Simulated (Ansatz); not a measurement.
**C2H4AlB: a nudged elastic band in two tries**

The task is a band of images between two relaxed ends. SMILES of the start: [AlH2][B]1C=C1.

Method: RKS PBE0-D4/def2-SVP, in Ansatz 0.2.0.

## Step 1: Starting point

Bond lengths: Al1–B2 2.084 Å, B2–C3 1.493 Å, B2–C4 1.493 Å, C3–C4 1.340 Å, Al1–H5 1.596 Å, Al1–H6 1.596 Å, C3–H7 1.092 Å, C4–H8 1.092 Å. Angles: Al1–B2–C3 153.3°, Al1–B2–C4 153.3°, C3–B2–C4 53.3°, B2–Al1–H5 121.2°, B2–Al1–H6 121.2°, H5–Al1–H6 117.6°, B2–C3–C4 63.3°, B2–C3–H7 155.7°, C4–C3–H7 141.0°, B2–C4–C3 63.3°, B2–C4–H8 155.7°, C3–C4–H8 141.0°.

Structure file:

```xyz
8

Al   -1.1136    1.4483   -0.6370
B     0.0857   -0.1120    0.0491
C     1.3980   -0.7296    0.4018
C     0.3092   -1.4910    0.5747
H    -1.4684    1.5984   -2.1859
H    -1.7097    2.5357    0.3679
H     2.4829   -0.7623    0.5188
H     0.0159   -2.4875    0.9105
```

## Step 2: The run

Input file input.yaml:

```yaml
crystal:
  periodic: [false, false, false]
  atoms:
    - { symbol: Al, position_ang: [-1.11363, 1.448311, -0.636992] }
    - { symbol: B, position_ang: [0.085725, -0.111958, 0.049125] }
    - { symbol: C, position_ang: [1.398004, -0.729597, 0.401818] }
    - { symbol: C, position_ang: [0.309191, -1.490988, 0.574727] }
    - { symbol: H, position_ang: [-1.468399, 1.598407, -2.185854] }
    - { symbol: H, position_ang: [-1.709721, 2.535655, 0.367858] }
    - { symbol: H, position_ang: [2.482924, -0.762349, 0.51879] }
    - { symbol: H, position_ang: [0.015896, -2.487491, 0.910529] }
magnetization:
  spin_polarized: true
  initial_magnetization: 1
basis:
  gaussian: { orbitals: def2-SVP }
hamiltonian:
  xc: pbe0
  dispersion: d4
neb:
  order_check: false
  images: 6
  f_tol: 0.03
  max_iterations: 8
  initial_path: idpp
  climbing: false
  final_atoms:
    - { symbol: Al, position_ang: [-1.11313838, 1.44868614, -0.63705366] }
    - { symbol: B, position_ang: [0.0891572, -0.10962721, 0.04869501] }
    - { symbol: C, position_ang: [1.39942859, -0.72859895, 0.40603753] }
    - { symbol: C, position_ang: [0.30974021, -1.49065145, 0.57027112] }
    - { symbol: H, position_ang: [-1.72214118, 2.52711959, 0.36973097] }
    - { symbol: H, position_ang: [-1.46043721, 1.60386676, -2.18716492] }
    - { symbol: H, position_ang: [2.48369947, -0.76264957, 0.52898855] }
    - { symbol: H, position_ang: [0.0136813, -2.4881553, 0.90049642] }
```

Command:

```console
$ ansatz run input.yaml --threads 1 --pin off --max-ram 2048MiB --backend cpu --events-out ev --progress --plain --runs-dir out
```

**Question.** What will these runs give? Wanted: first try.

The runs gave:

| quantity | value |
| --- | --- |
| first try | refused |
| cause | the number of unpaired electrons doesn't fit the number of electrons: even goes with even, odd with odd |

The fault in the first input was caught at the input check and cost nothing.
